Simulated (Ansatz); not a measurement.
# C₂H₇FGeSi: small, medium and large basis sets

The task here is to estimate one member of a computed series from the others.

Program: Ansatz 0.2.0, Gaussian basis. Level of theory: one geometry, several basis sets. These are calculated values, not measurements.

Levels to be run: PBE0-D4/def2-SVP; ωB97M-V/def2-SVP; PBE0-D4/def2-QZVPP; ωB97M-V/def2-QZVPP; the functionals' def2-TZVPP values are taken from earlier runs.

### The relaxed structure

All runs share one geometry, relaxed beforehand with PBE0-D4 in a triple-zeta def2 set.

SMILES `C=C[SiH](F)[GeH3]`, 12 atoms, charge 0, spin multiplicity 1.

Atoms are counted from 1 here; the program's logs count them from 0.

Bond lengths: C1–C2 1.331 Å, C1–H6 1.087 Å, C1–H7 1.087 Å, C2–Si3 1.850 Å, C2–H8 1.089 Å, Si3–F4 1.608 Å, Si3–Ge5 2.383 Å, Si3–H9 1.487 Å, Ge5–H10 1.539 Å, Ge5–H11 1.537 Å, Ge5–H12 1.538 Å. Angles: C2–C1–H6 122.3°, C2–C1–H7 121.6°, H6–C1–H7 116.1°, C1–C2–Si3 121.6°, C1–C2–H8 118.6°, Si3–C2–H8 119.7°, C2–Si3–F4 110.1°, C2–Si3–Ge5 111.6°, C2–Si3–H9 108.2°, F4–Si3–Ge5 107.6°, F4–Si3–H9 107.9°, Ge5–Si3–H9 111.3°, Si3–Ge5–H10 109.6°, Si3–Ge5–H11 111.5°, Si3–Ge5–H12 110.8°, H10–Ge5–H11 108.3°, H10–Ge5–H12 108.1°, H11–Ge5–H12 108.4°.

Geometry (Å):

```xyz
12
charge 0, multiplicity 1
C    -0.4158    0.4506    2.2841
C    -0.8264   -0.0659    1.1278
Si    0.3588   -0.8328   -0.0672
F    -0.0805   -2.3464   -0.3865
Ge    0.4133    0.3522   -2.1337
H    -1.0946    0.9482    2.9713
H     0.6241    0.3974    2.5951
H    -1.8802    0.0157    0.8665
H     1.7024   -0.8717    0.5696
H     0.9715    1.7673   -1.9025
H     1.3051   -0.3570   -3.1659
H    -1.0006    0.4870   -2.7246
```

Set-up of the first run:

The input, in.yaml:

```yaml
crystal:
  periodic: [false, false, false]
  atoms:
    - {symbol: C, position_ang: [-0.415839, 0.450609, 2.284137]}
    - {symbol: C, position_ang: [-0.826437, -0.065950, 1.127846]}
    - {symbol: Si, position_ang: [0.358761, -0.832754, -0.067237]}
    - {symbol: F, position_ang: [-0.080458, -2.346378, -0.386489]}
    - {symbol: Ge, position_ang: [0.413288, 0.352188, -2.133740]}
    - {symbol: H, position_ang: [-1.094591, 0.948247, 2.971338]}
    - {symbol: H, position_ang: [0.624135, 0.397438, 2.595052]}
    - {symbol: H, position_ang: [-1.880219, 0.015652, 0.866460]}
    - {symbol: H, position_ang: [1.702355, -0.871686, 0.569589]}
    - {symbol: H, position_ang: [0.971528, 1.767273, -1.902473]}
    - {symbol: H, position_ang: [1.305096, -0.356962, -3.165921]}
    - {symbol: H, position_ang: [-1.000618, 0.487023, -2.724563]}
basis:
  gaussian: {orbitals: def2-SVP}
hamiltonian: {xc: pbe0, dispersion: d4}
output: {orbitals: {seedname: orbitals}}
```

Steps of the session up to this table: PBE0-D4 in def2-SVP; ωB97M-V in def2-SVP; PBE0-D4 in def2-QZVPP; ωB97M-V in def2-QZVPP.

One of the session's tables, all rows but one given; the rest of the session is left out.

It belongs to the step «Density functionals: the series». 

```
functional       basis  HOMO (eV)
   PBE0-D4    def2-SVP      -7.85
   PBE0-D4  def2-TZVPP      -7.88
   PBE0-D4  def2-QZVPP      -7.88
   ωB97M-V    def2-SVP      -9.87
   ωB97M-V  def2-TZVPP      -9.93
   ωB97M-V  def2-QZVPP          ?
```

Estimate the missing values for ωB97M-V, def2-QZVPP.

The run gave: HOMO (eV): -9.94. In the column «HOMO (eV)» it is the lowest.
